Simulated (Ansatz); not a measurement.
## the Mg-Au system: a small convex hull, step by step

Program: the Python package of Ansatz (0.2.0).

Notebook, run cell by cell (the value of a cell's last expression is shown):

**Cell 1**
```python
from collections import Counter
import csv
import warnings

import ansatz as az
from ase import Atoms
from pymatgen.analysis.phase_diagram import PDEntry, PhaseDiagram
from pymatgen.core import Composition
```

**Cell 2**
```python
XC = "pbesol"
SCF_TOL = 1e-10
CUTOFF = 450
KSPACING = 0.14
OCCUPATIONS = "fermi_dirac"
SMEARING_WIDTH = 0.1
```

**Cell 3**
```python
def run_phase(name, crystal):
    calc = (
        crystal.calculation()
        .functional(XC)
        .scf(tolerance=SCF_TOL)
        .basis(CUTOFF)  # a bare number is in eV
        .kpoints(spacing=KSPACING)
        .occupations(OCCUPATIONS, width=SMEARING_WIDTH)  # smearing steadies the SCF of a metal
    )
    calc = calc.relax(force_tolerance=0.02, fix_cell=["shape"])
    return calc.run(threads=1, backend="cpu")
```

**Cell 4**
```python
def counts(outcome):
    return Counter(site.symbol for site in outcome.lattice.sites)
```

**Cell 5**
```python
warnings.simplefilter("ignore")
```

**Cell 6**
```python
phases = {}
mgau_pm_3m = (
    az.Lattice.from_parameters(3.259, 3.259, 3.259, alpha=90.0, beta=90.0, gamma=90.0)
    .atom("Mg", (0.5, 0.5, 0.5))
    .atom("Au", (0.0, 0.0, 0.0))
)
phases["MgAu Pm-3m"] = mgau_pm_3m
mgau3_pm_3m = (
    az.Lattice.of((4.106527, 0.0, 0.0), (0.0, 4.106527, 0.0), (0.0, 0.0, 4.106527))
    .atom("Mg", (0.0, 0.0, 0.0))
    .atom("Au", (0.5, 0.5, 0.0))
    .atom("Au", (0.5, 0.0, 0.5))
    .atom("Au", (0.0, 0.5, 0.5))
)
phases["MgAu3 Pm-3m"] = mgau3_pm_3m
atoms = Atoms(
    ["Mg", "Mg"],
    scaled_positions=[
        (1 / 3, 2 / 3, 0.25),
        (2 / 3, 1 / 3, 0.75),
    ],
    cell=[
        (3.2093, 0.0, 0.0),
        (-1.60465, 2.779335, 0.0),
        (0.0, 0.0, 5.2103),
    ],
    pbc=True,
)
mg = az.Crystal.from_ase(atoms)
phases["Mg"] = mg
au = (
    az.Lattice.fcc(4.07)
    .space_group(225)
    .atom("Au", (0.0, 0.0, 0.0))
    .primitive()
)
phases["Au"] = au
```

**Cell 7**
```python
done = {}
for name, crystal in phases.items():
    done[name] = run_phase(name, crystal)
    print(f"{name}: {done[name].report['energy_sigma0_ev']:.4f} eV, {len(done[name].lattice.sites)} atoms")
```
Output:
```text
MgAu Pm-3m: -14920.3476 eV, 2 atoms
MgAu3 Pm-3m: -40934.9673 eV, 4 atoms
Mg: -3824.1031 eV, 2 atoms
Au: -13007.1004 eV, 1 atoms
```

**Cell 8**
```python
entries = [PDEntry(Composition(dict(counts(o))), o.report["energy_sigma0_ev"], name=name) for name, o in done.items()]
diagram = PhaseDiagram(entries)
rows = [(e.name, e.composition.get_atomic_fraction("Au"), diagram.get_form_energy_per_atom(e), diagram.get_e_above_hull(e)) for e in entries]
rows.sort(key=lambda row: row[1])
with open("hull.csv", "w", newline="") as handle:
    writer = csv.writer(handle)
    writer.writerow(["phase", "x(Au)", "E_form (eV/atom)", "above hull (eV/atom)"])
    writer.writerows([round(v, 4) if isinstance(v, float) else v for v in row] for row in rows)
print(open("hull.csv").read())
print("on the hull of these phases:", ", ".join(row[0] for row in rows if row[3] < 1e-6))
```
Output:
```text
phase,x(Au),E_form (eV/atom),above hull (eV/atom)
Mg,0.0,0.0,0.0
MgAu Pm-3m,0.5,-0.5978,0.0
MgAu3 Pm-3m,0.75,-0.4036,0.0
Au,1.0,0.0,0.0

on the hull of these phases: Mg, MgAu Pm-3m, MgAu3 Pm-3m, Au
```

Notes:
- Absolute energies stand on the zero of these potentials, so only differences at equal settings mean something.
- Atoms and volume are relaxed with the cell's shape held, which in cells of lower than cubic symmetry can hide stresses and shift volumes.
- Spin-orbit coupling, which matters for elements this heavy, is left out.
- The cells come from databases of deposited and of computed structures, and not all need be stable phases.
- Differences under 10 to 15 meV an atom lie within the error of mesh and functional, so such verdicts may flip; only the cells listed enter the hull.
- Timing: 2.5 min on 1 thread of Arm Neoverse N1 (shared host), peak memory 0.61 GiB.
